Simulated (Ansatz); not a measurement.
**CoCl (singlet): the correlation ladder, def2-SVP**

The task here is to estimate one member of a computed series from the others.

Program: Ansatz 0.2.0, Gaussian basis. Level of theory: def2-SVP, core rule «outside noble gas», up to 14 orbitals frozen. These are calculated values, not measurements.

Plan: UHF; CCSD(T) on RHF; CCSD(T) on UHF; CISD; CCSDT(Q) on RHF; CCSDT(Q) on UHF; CCSDTQ on RHF; CASSCF and MRCISD+Q, 16 electrons in 10 orbitals; CASSCF and NEVPT2, 16 electrons in 10 orbitals.

6 further runs of the same task are left out: 2 for a known fault of the program, 4 set aside as unsound or not needed.

### The geometry

The geometry is a PBE0/def2-TZVP stationary point (not a proven minimum).

2 atoms, charge 0, spin multiplicity 1.

Atoms are counted from 1 here; the program's logs count them from 0.

Bond lengths: Co1–Cl2 2.112 Å.

Set-up of the first run:

The input, in.yaml:

```yaml
crystal:
  periodic: [false, false, false]
  atoms:
    - {symbol: Co, position_ang: [0.000000, 0.000000, 0.000000]}
    - {symbol: Cl, position_ang: [0.000000, 0.000000, 2.112200]}
basis:
  gaussian: {orbitals: def2-SVP}
magnetization: {spin_polarized: true, initial_magnetization: 0}
hamiltonian: {xc: hf}
output: {orbitals: {seedname: orbitals}}
```

Run with:

```console
> ansatz run in.yaml --threads 1 --pin off --events-out ev --progress --plain --max-ram 2816MiB --backend cpu
```

Among the steps run: UHF; CCSD(T) on RHF; CCSD(T) on UHF; CISD; CCSDT(Q) on RHF; CCSDT(Q) on UHF; CCSDTQ on RHF; CASSCF and MRCISD+Q, 16 electrons in 10 orbitals; CASSCF and NEVPT2, 16 electrons in 10 orbitals.

One of the session's tables, all rows but one given; the rest of the session is left out.

```
          method  from RCCSDT(Q) (meV)
             RHF              +10881.5
             UHF               +7939.6
            RMP2                     ?
            UMP2                +434.4
            CISD               +1867.4
           RCCSD                +777.8
           UCCSD               -1037.6
        RCCSD(T)                +309.7
        UCCSD(T)               -1589.7
          RCCSDT                +118.1
          UCCSDT               -1797.4
       RCCSDT(Q)                     0
       UCCSDT(Q)               -1898.9
         RCCSDTQ                  +9.3
  CASSCF valence               +8673.3
  NEVPT2 valence               +2042.1
  MRCISD valence               +1198.7
MRCISD+Q valence                +587.2
```

**Question.** Estimate the row for RMP2.

As computed: from RCCSDT(Q) (meV): +1138.8. In the column «from RCCSDT(Q) (meV)» it lies between RCCSD (+777.8) and MRCISD valence (+1198.7).

Some runs used a GPU and others CPU threads alone; cost is compared among the CPU runs only.

Among the levels timed on like hardware and quicker than the yardstick, those that no quicker one beats, quickest first: CISD (4.2 s, +1867.4 meV); RCCSD(T) (30 s, +309.7 meV).

Caveats from the session: The determinant is far from a pure spin state, so its energy mixes those of several spin states (harmless only where they are near-degenerate, as at dissociation). The report flags that the cluster equations may have other roots. The program flags UCCSD(T), UCCSDT(Q), RCCSDTQ as in doubt, so those rows may rest on another solution; read them beside their warnings. With 3.9 effectively unpaired electrons against 0 the state is strongly multireference. Warnings: restricted reference is unstable; spin contamination; coupled cluster took another determinant than the lowest; large T1 diagnostic. Restricted and unrestricted rows rest on different reference determinants; where their highest levels disagree by more than a few hundredths of an eV, they describe different states and don't form one ladder. Warnings in the runs' records: other amplitudes, large difference, other roots.
